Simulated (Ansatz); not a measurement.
**Ir: a line through a two-coordinate scan**

An exercise on one series of results from a longer session: the logs are not shown, and one member is left open.

This is Ir in the hcp structure; at room conditions it is fcc.

Program: Ansatz 0.2.0. Level of theory: DFT PBEsol, scalar-relativistic, plane waves, PAW. These are calculated values, not measurements.

28 further runs of the same task are left out: 1 for a known fault of the program, 27 set aside as unsound or not needed. Runs told in other sessions of the task aren't counted.

**The structure to begin with**

The structure is hexagonal, space group P6_3/mmc (No. 194). Conventional cell: a = 2.719 Å, b = 2.719 Å, c = 4.408 Å, α = 90.00°, β = 90.00°, γ = 120.00°. Ir (site symmetry -6m2) is surrounded by 12 Ir at 2.71 to 2.72 Å.

As a file:

```cif
data_structure
_symmetry_space_group_name_H-M 'P 1'
_symmetry_Int_Tables_number 1
_cell_length_a 2.7188
_cell_length_b 2.7188
_cell_length_c 4.4081
_cell_angle_alpha 90.000
_cell_angle_beta 90.000
_cell_angle_gamma 120.000
_cell_volume 28.22
loop_
_atom_site_label
_atom_site_type_symbol
_atom_site_fract_x
_atom_site_fract_y
_atom_site_fract_z
_atom_site_occupancy
Ir1 Ir 0.66667 0.33333 0.75000 1
Ir2 Ir 0.33333 0.66667 0.25000 1
```

It goes back to an entry of the Materials Project, which need not be the stable form.

This cell was relaxed beforehand with the same method: volume 14.11 Å³/atom, gap on the mesh none (metal).

**What is varied**

The energy is mapped over volume and a fixed ferromagnetic moment.

First coordinate, volume per atom: 7 values from 11.57 to 16.65 Å³. Second coordinate, total spin moment of the cell, held fixed: 9 values from 0.0 to 1.6 μB.

Nothing else is relaxed (shape and fractional coordinates fixed). Points are written as (first, second).

The first run:

input.yaml

```yaml
crystal:
  lattice:
    - [2.544812118, 0.0, 0.0]
    - [-1.272406059, 2.203871942, 0.0]
    - [0.0, 0.0, 4.1259244814]
  atoms:
    - { symbol: Ir, position: [0.6666666667, 0.3333333333, 0.75], spin: 0.2 }
    - { symbol: Ir, position: [0.3333333333, 0.6666666667, 0.25], spin: 0.2 }
basis:
  ecutwfc: 420
kpoints:
  mp_grid: { grid: [21, 21, 12] }
hamiltonian:
  xc: pbesol
  pseudopotentials: { kind: paw, azcp: { folder: soft_1 } }
scf:
  occupations: { method: gaussian, width: 0.15 }
  lower_state_search: "off"
output:
  forces: true
  stress: true
  eigenvalues: true
  populations: true
magnetization:
  spin_polarized: true
  initial_magnetization: 0.4
  spin_locking: { lock_magnetization: hard }
```

On the command line:

```bash
$ ansatz run input.yaml --threads 2 --pin off --max-ram 4096MiB --backend cpu --events-out ev --progress --plain --runs-dir out
```

Among the steps run: Point (11.57 Å³, 0.4 μB); Grid point (12.42 Å³, 0.4 μB); Grid point (13.26 Å³, 0.4 μB); Point (14.11 Å³, 0.4 μB); Grid point (14.96 Å³, 0.4 μB); Grid point (15.80 Å³, 0.4 μB); The run at (16.65 Å³, 0.4 μB).

One table of the session follows, with a row left open; its other results are not shown here.

| volume per atom (Å³) | energy (meV/atom) | pressure (GPa) | absolute magnetic moment (μB per cell) |
| --- | --- | --- | --- |
| 11.57 | 820 | 125 | 0.400 |
| 12.42 | 320 | 68 | 0.401 |
| 13.26 | 71 | 28 | 0.401 |
| 14.11 | 0 | 0 | 0.401 |
| 14.96 | ? | ? | ? |
| 15.80 | 189 | −32 | 0.402 |
| 16.65 | 384 | −41 | 0.403 |

**Question.** Estimate the row for volume per atom (Å³) = 14.96.

Worked estimate for «energy (meV/atom)». A straight line through the neighbours (14.11, 0) and (15.80, 189) gives 0 + (189 − 0) × (14.96 − 14.11) / (15.80 − 14.11) = 95; a parabola fitted to 4 rows on both sides gives 51.

As computed: energy (meV/atom): 52; pressure (GPa): −19; absolute magnetic moment (μB per cell): 0.401. In «energy (meV/atom)» the line misses by +43 and the parabola by -1.

Energies count from the lowest point of the line.

What this shows: Of the points computed the energy is lowest at 14.11 Å³. A parabola through the lowest point and its two neighbours puts the minimum at 14.177 Å³, with a curvature of about 170 meV/atom per (Å³)². The well is lopsided: two grid steps out, the energy rises by 320 meV/atom towards smaller values and 189 meV/atom towards larger ones. The highest point computed, at 11.57 Å³, lies 820 meV/atom above the lowest.

Limits of these values: Warnings in the runs' records: pseudo functional mismatch, stress scf threshold loose.
